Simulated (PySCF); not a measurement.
**RuI2⁺ (sextet): the SCF solver's settings**

Do solver options change the result for RuI2⁺ (sextet), or only the number of cycles?

The runs use PySCF 2.14.0; each script names its method and basis.

2 further runs of the same task are left out: 1 for a known fault of the program, 1 that didn't finish.

### Step 1. The system as given

RuI2⁺ (sextet): 3 atoms, charge 1, spin multiplicity 6.

Bond lengths: Ru1–I2 2.544 Å, Ru1–I3 2.544 Å. Angles: I2–Ru1–I3 128.3°.

Geometry (Å):

```
Ru    0.0000    0.0000   -0.7937
I     2.2893    0.0000    0.3160
I    -2.2893    0.0000    0.3160
```

### Step 2. The run that the others are compared with

input.py

```python
from pyscf import gto, scf
from pyscf.hessian import thermo

mol = gto.M(
    atom='Ru 0 0 -0.7937; I 2.2893 0 0.316; I -2.2893 0 0.316',
    basis='sbkjc',
    ecp={'Ru': 'sbkjc', 'I': 'sbkjc'},
    charge=1,
    spin=5,
    verbose=4,
)
mf = scf.UHF(mol)
mf.level_shift = 0.3
mf = mf.newton()
mf.kernel()
hess = mf.Hessian().kernel()
print('wavenumber (cm^-1) =', thermo.harmonic_analysis(mol, hess)['freq_wavenumber'].round(1))
mf.dip_moment()
print('orbital energies (hartree):', [e[max(0, n-3):n+3].round(4) for e, n in zip(mf.mo_energy, mol.nelec)])
```

On the command line:

```bash
OMP_NUM_THREADS=1 python input.py
```

Its log is not repeated here.

It gives: E(SCF) = -115.226760 Eh, 7 macro-iterations, ⟨S²⟩ = 9.671.

⟨S²⟩ = 9.67 against 8.75 for a pure state: the determinant is spin-contaminated. The dipole of an ion depends on the origin. No search for the lowest state was made; open d or f shells can end in a higher solution. The sextet is typed in the script; nothing here shows that it is the ground state.

### Step 3. Convergence threshold 0.001 hartree

Run 1 changes convergence threshold: default → 0.001 hartree.

input.py

```python
from pyscf import gto, scf
from pyscf.hessian import thermo

mol = gto.M(
    atom='Ru 0 0 -0.7937; I 2.2893 0 0.316; I -2.2893 0 0.316',
    basis='sbkjc',
    ecp={'Ru': 'sbkjc', 'I': 'sbkjc'},
    charge=1,
    spin=5,
    verbose=4,
)
mf = scf.UHF(mol)
mf.conv_tol = 0.001
mf.level_shift = 0.3
mf = mf.newton()
mf.kernel()
hess = mf.Hessian().kernel()
print('wavenumber (cm^-1) =', thermo.harmonic_analysis(mol, hess)['freq_wavenumber'].round(1))
mf.dip_moment()
print('orbital energies (hartree):', [e[max(0, n-3):n+3].round(4) for e, n in zip(mf.mo_energy, mol.nelec)])
```

On the command line:

```bash
OMP_NUM_THREADS=1 python input.py
```

### Step 4. Smearing width 0.2 hartree

Run 2 changes smearing width: none → 0.2 hartree; step after the SCF: frequency → none.

input.py

```python
from pyscf import gto, scf

mol = gto.M(
    atom='Ru 0 0 -0.7937; I 2.2893 0 0.316; I -2.2893 0 0.316',
    basis='sbkjc',
    ecp={'Ru': 'sbkjc', 'I': 'sbkjc'},
    charge=1,
    spin=5,
    verbose=4,
)
mf = scf.UHF(mol)
mf = scf.addons.smearing_(mf, sigma=0.2, method='fermi')
mf.level_shift = 0.3
mf = mf.newton()
mf.kernel()
mf.dip_moment()
print('orbital energies (hartree):', [e[max(0, n-3):n+3].round(4) for e, n in zip(mf.mo_energy, mol.nelec)])
```

### Step 5. Second-order solver off

Run 3 changes second-order solver: on → off.

input.py, as its differences from that of step 2:

```diff
@@ -13,3 +13,2 @@
 mf.level_shift = 0.3
-mf = mf.newton()
 mf.kernel()
```

### Step 6. Convergence threshold 1e-11 hartree

Run 4 changes convergence threshold: default → 1e-11 hartree.

input.py, as its differences from that of step 2:

```diff
@@ -12,2 +12,3 @@
 mf = scf.UHF(mol)
+mf.conv_tol = 1e-11
 mf.level_shift = 0.3
```

**Question.** What will these runs give? Wanted: for each run, E(SCF); from base; gap, α spin.

**Answer**, as computed:

```csv
run,E(SCF) (hartree),from base (eV),cycles,"gap, α spin (eV)"
base,-115.226760,0,7 macro,1.83
convergence threshold 0.001 hartree,-115.226550,not comparable,6 macro,1.84
smearing width 0.2 hartree (poor choice),-101.226275,not comparable,3 macro,n/a
second-order solver off,-115.185540,+1.1216,33,3.06
convergence threshold 1e-11 hartree,-115.226760,0.0000,7 macro,1.83
```

Distance from each run's final energy (log10 hartree) by cycle:

```csv
run,cycle 1,cycle 2,cycle 3,cycle 5,cycle 8,cycle 12
base,0.8,0.3,-0.1,-3.9,done,done
convergence threshold 0.001 hartree,0.8,0.3,-0.1,-3.4,done,done
smearing width 0.2 hartree (poor choice),-7.7,< -11,< -11,done,done,done
second-order solver off,1.0,1.3,1.1,0.5,-0.3,-1.0
convergence threshold 1e-11 hartree,0.8,0.3,-0.1,-3.9,done,done
```

No change of the SCF energy comes from convergence threshold 1e-11 hartree. With second-order solver off the SCF ends in another solution, 1.12 eV higher: the path to self-consistency decides the state here. Rows marked «poor choice» come from settings spoiled on purpose.
